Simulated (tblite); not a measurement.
# C2H8OSi2: the cost of one run

Computed with tblite 0.8.0 and PySCF 2.14.0; each step states its level. No surroundings beyond the atoms listed, unless a continuum is named. Atoms count from 0, parts from 1.

## 1. Starting point

13 atoms, charge 0, multiplicity 1; geometry: distance geometry start.

## 2. Geometry optimisation with GFN2-xTB

Job settings and geometry (Å):

```
{"job": {"kind": "relax", "xc": "GFN2-xTB", "basis": "xTB"}, "charge": 0, "multiplicity": 1}
Si    -1.095874     1.069380    -0.309609
C     -2.357317     1.098058    -1.674438
Si    -1.503319     0.812219    -3.280052
O      0.131019     0.718710     0.899349
C      1.480774     0.496506     0.615650
H     -3.055996     0.361844    -1.522027
H     -2.810521     2.015855    -1.699191
H     -2.310973     1.312830    -4.348412
H     -1.255077    -0.565806    -3.495160
H     -0.251495     1.476493    -3.284313
H      1.571539    -0.052029    -0.257372
H      1.943367     1.430737     0.496838
H      1.932915     0.005878     1.395618
```

Method: GFN2-xTB geometry optimisation, gas phase.

On the command line:

```bash
> OMP_NUM_THREADS=1 python cluster_run.py task.json out
```

One launch serves the whole session: the jobs run in the order shown.

**Question.** How long does this first job take on 1 thread of Arm Neoverse V2, shared host?

About 1.9 s.
